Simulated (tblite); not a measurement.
# C2H10O2Si3: the cost of one run

Programs: tblite 0.8.0 and PySCF 2.14.0, with density-fitted response routines of our own. Each step states its level of theory. These are calculated values for one molecule in the gas phase, unless marked as measured. Atoms count from 0, in the outputs and in this text.

### 1 The molecule as given

17 atoms, charge 0, multiplicity 1; geometry from: force field or distance geometry start.

Bonds of the start (Å): O0–C1 1.28, C1–O2 1.37, O2–Si3 1.72, Si3–C4 1.87, C4–Si5 1.84, C4–Si6 1.88, C1–H7 1.09, Si3–H8 1.48, Si3–H9 1.49, C4–H10 1.11, Si5–H11 1.46, Si5–H12 1.49, Si5–H13 1.48, Si6–H14 1.45, Si6–H15 1.46, Si6–H16 1.46.

### 2 Optimising the geometry with GFN2-xTB

What the job is given:

```
{"job": {"kind": "relax", "xc": "GFN2-xTB", "basis": "xTB"}, "charge": 0, "multiplicity": 1}
O      2.696300     0.033600     1.761200
C      3.026200     0.613300     0.671400
O      2.283100     0.287000    -0.433600
Si     0.940300    -0.791900    -0.447700
C     -0.694700     0.046800    -0.783300
Si    -0.971500     1.543400     0.255000
Si    -2.007100    -1.197400    -0.266400
H      3.871900     1.302100     0.664500
H      0.770700    -1.529600     0.825800
H      1.061000    -1.850300    -1.482700
H     -0.755600     0.255500    -1.874500
H     -0.531500     2.796200    -0.341000
H     -2.446700     1.656200     0.426200
H     -0.405800     1.334300     1.605000
H     -1.563000    -2.518400    -0.666000
H     -3.295200    -0.796700    -0.819200
H     -1.985100    -1.171900     1.194400
```

Command:

```bash
$ OMP_NUM_THREADS=1 python probes_run.py task.json out
```

This one command runs all jobs of the session in turn.

**Question.** How long does this first job take on 1 thread of Intel Xeon at 2.50GHz, shared host?

About 3.5 s.
